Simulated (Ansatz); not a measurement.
# C6H8O2: ionisation energy by level of theory

The task here is to estimate one member of a computed series from the others.

Method: unrestricted cation, the program's frozen cores in correlated methods; program: Ansatz 0.2.0, Gaussian basis.

Plan: UKS PBE-D4/def2-TZVPP; UKS r2SCAN-D4/def2-TZVPP; UKS PBE0-D4/def2-TZVPP; UKS B3LYP-D4/def2-TZVPP; UKS wB97X-V/def2-TZVPP; UKS wB97M-V/def2-TZVPP; UKS B2PLYP/def2-TZVPP; UHF-CCSD(T)/def2-TZVPP; UHF-MP2/def2-QZVPP; extrapolation to the limit; then −ε(HOMO) from the neutral's earlier runs with LDA (SPW92), PBE-D4, revPBE-D4, BLYP-D4, r2SCAN-D4, B97M-V, PBE0-D4, B3LYP-D4, r2SCANh-D4, r2SCAN0-D4, HSE06-D4, BHLYP-D4, CAM-B3LYP-D4, LC-ωPBE, ωB97X-V, ωB97M-V.

**The geometry**

All runs share one geometry, relaxed beforehand with PBE0-D4 in a triple-zeta def2 set.

SMILES `O=C1CCCC(=O)C1`, 16 atoms, charge 0, spin multiplicity 1.

Atoms are counted from 1 here; the program's logs count them from 0.

Bond lengths: O1–C2 1.203 Å, C2–C3 1.513 Å, C2–C8 1.513 Å, C3–C4 1.521 Å, C3–H9 1.093 Å, C3–H10 1.097 Å, C4–C5 1.521 Å, C4–H11 1.095 Å, C4–H12 1.092 Å, C5–C6 1.513 Å, C5–H13 1.097 Å, C5–H14 1.093 Å, C6–O7 1.203 Å, C6–C8 1.513 Å, C8–H15 1.088 Å, C8–H16 1.101 Å. Angles: O1–C2–C3 122.3°, O1–C2–C8 121.7°, C3–C2–C8 116.0°, C2–C3–C4 113.4°, C2–C3–H9 107.8°, C2–C3–H10 106.2°, C4–C3–H9 112.6°, C4–C3–H10 110.5°, H9–C3–H10 105.9°, C3–C4–C5 110.8°, C3–C4–H11 109.9°, C3–C4–H12 110.0°, C5–C4–H11 109.9°, C5–C4–H12 110.0°, H11–C4–H12 106.1°, C4–C5–C6 113.4°, C4–C5–H13 110.5°, C4–C5–H14 112.5° and more.

Set-up of the first run:

Contents of in.yaml:

```yaml
crystal:
  periodic: [false, false, false]
  atoms:
    - {symbol: O, position_ang: [0.461845, 0.142727, 2.681426]}
    - {symbol: C, position_ang: [0.210954, -0.020304, 1.516423]}
    - {symbol: C, position_ang: [1.255215, -0.475610, 0.520360]}
    - {symbol: C, position_ang: [0.687611, -0.764328, -0.860885]}
    - {symbol: C, position_ang: [-0.119303, 0.419181, -1.372370]}
    - {symbol: C, position_ang: [-1.179439, 0.889691, -0.400345]}
    - {symbol: O, position_ang: [-1.978202, 1.743057, -0.684178]}
    - {symbol: C, position_ang: [-1.174230, 0.225598, 0.959190]}
    - {symbol: H, position_ang: [1.773117, -1.336916, 0.949295]}
    - {symbol: H, position_ang: [1.999840, 0.328111, 0.468599]}
    - {symbol: H, position_ang: [0.055206, -1.657806, -0.823882]}
    - {symbol: H, position_ang: [1.496549, -0.994656, -1.557275]}
    - {symbol: H, position_ang: [0.535138, 1.280770, -1.552275]}
    - {symbol: H, position_ang: [-0.609692, 0.210976, -2.326473]}
    - {symbol: H, position_ang: [-1.789187, 0.777560, 1.667381]}
    - {symbol: H, position_ang: [-1.625412, -0.768051, 0.815021]}
basis:
  gaussian: {orbitals: def2-TZVPP}
total_charge: 1
magnetization: {spin_polarized: true, initial_magnetization: 1}
hamiltonian: {xc: pbe, dispersion: d4}
```

Launch:

```console
> ansatz run in.yaml --threads 2 --pin off --events-out ev --progress --plain --max-ram 31744MiB --backend cuda --devices 0, --max-vram 18GiB
```

Steps of the session up to this table: Cation, UKS PBE-D4/def2-TZVPP; Cation, UKS r2SCAN-D4/def2-TZVPP; Cation, UKS PBE0-D4/def2-TZVPP; Cation, UKS B3LYP-D4/def2-TZVPP; Cation, UKS wB97X-V/def2-TZVPP; Cation, UKS wB97M-V/def2-TZVPP; Cation, UKS B2PLYP (frozen core)/def2-TZVPP; Cation, UHF-CCSD(T)/def2-TZVPP; Cation, UHF-MP2/def2-QZVPP.

One of the session's tables, all rows but one given; the rest of the session is left out.

For comparison, −ε(HOMO) of the neutral from earlier runs:

| functional | −ε(HOMO) (eV) |
| --- | --- |
| LDA (SPW92) | ? |
| PBE-D4 | 5.72 |
| revPBE-D4 | 5.64 |
| BLYP-D4 | 5.64 |
| r2SCAN-D4 | 6.02 |
| B97M-V | 6.18 |
| PBE0-D4 | 7.31 |
| B3LYP-D4 | 7.08 |
| r2SCANh-D4 | 6.62 |
| r2SCAN0-D4 | 7.53 |
| HSE06-D4 | 6.90 |
| BHLYP-D4 | 8.87 |
| CAM-B3LYP-D4 | 8.78 |
| LC-ωPBE | 10.06 |
| ωB97X-V | 9.75 |
| ωB97M-V | 9.70 |

**Question.** Estimate the row for LDA (SPW92).

The run gave: −ε(HOMO) (eV): 5.90. In the column «−ε(HOMO) (eV)» it lies between PBE-D4 (5.72) and r2SCAN-D4 (6.02).
